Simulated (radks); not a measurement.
**Nuclear size and the levels of Rh⁺**

Aim: how the total energy, the levels and the density at the nucleus of Rh⁺ respond when the nuclear radius is scaled.

Method: Dirac Kohn-Sham, BLYP, spin-unpolarised, spherical densities, finite nucleus; open shells fill j = l - 1/2 first. Code: radks (a radial shooting solver on a logarithmic mesh, Libxc functionals) version 1.

**1. Starting point**

* element: rhodium (Z = 45)
* charge: +1
* electrons: 44
* configuration: [Kr] 4d8
* nuclear rms radius: 4.4945 fm

**2. rms radius 4.4945 fm**

Settings of this run:

```text
Z 45
configuration [Kr] 4d8 5s0 5p0
relativity Dirac
functional b88,lyp
spin unpolarised
j_filling energy
nucleus finite rms 4.4945 fm
c 137.035999084
```

**3. rms radius 3.6226 fm**

Settings, as their differences from step 2:

```diff
@@ -6,3 +6,3 @@
 j_filling energy
-nucleus finite rms 4.4945 fm
+nucleus finite rms 3.6226 fm
 c 137.035999084
```

**4. rms radius 4.1035 fm**

Settings, as their differences from step 3:

```diff
@@ -6,3 +6,3 @@
 j_filling energy
-nucleus finite rms 3.6226 fm
+nucleus finite rms 4.1035 fm
 c 137.035999084
```

**5. rms radius 4.7147 fm**

Settings, as their differences from step 4:

```diff
@@ -6,3 +6,3 @@
 j_filling energy
-nucleus finite rms 4.1035 fm
+nucleus finite rms 4.7147 fm
 c 137.035999084
```

**6. rms radius 5.2451 fm**

Settings, as their differences from step 5:

```diff
@@ -6,3 +6,3 @@
 j_filling energy
-nucleus finite rms 4.7147 fm
+nucleus finite rms 5.2451 fm
 c 137.035999084
```

**Question.** What will these runs give? Wanted: for each run, rms radius; total energy shift; density at nucleus; 1s1/2 shift; 2s1/2 shift; 3p1/2 shift; 4s1/2 shift; 5s1/2 shift.

The runs gave:

```csv
rms radius (fm),total energy shift (eV),density at nucleus (e/bohr³),1s1/2 shift (meV),2s1/2 shift (meV),3p1/2 shift (meV),4s1/2 shift (meV),5s1/2 shift (meV)
3.6226,-0.775,1.243e+05,-327,-35.9,0.397,-1.21,-0.117
4.1035,-0.365,1.224e+05,-154,-16.9,0.187,-0.573,-0.0553
4.4945,0,1.21e+05,0,0,0,0,0
4.7147,0.219,1.203e+05,92.2,10.1,-0.112,0.342,0.0331
5.2451,0.783,1.187e+05,330,36.3,-0.401,1.23,0.118
```

What this shows: Shifts are against the first run. Over the range the 1s1/2 level moves by 0.657 eV and the 5s1/2 level by 0.236 meV. A larger nucleus binds the 1s electrons less and lowers the density at its centre. These are shifts of eigenvalues, not the field shifts of spectral lines.
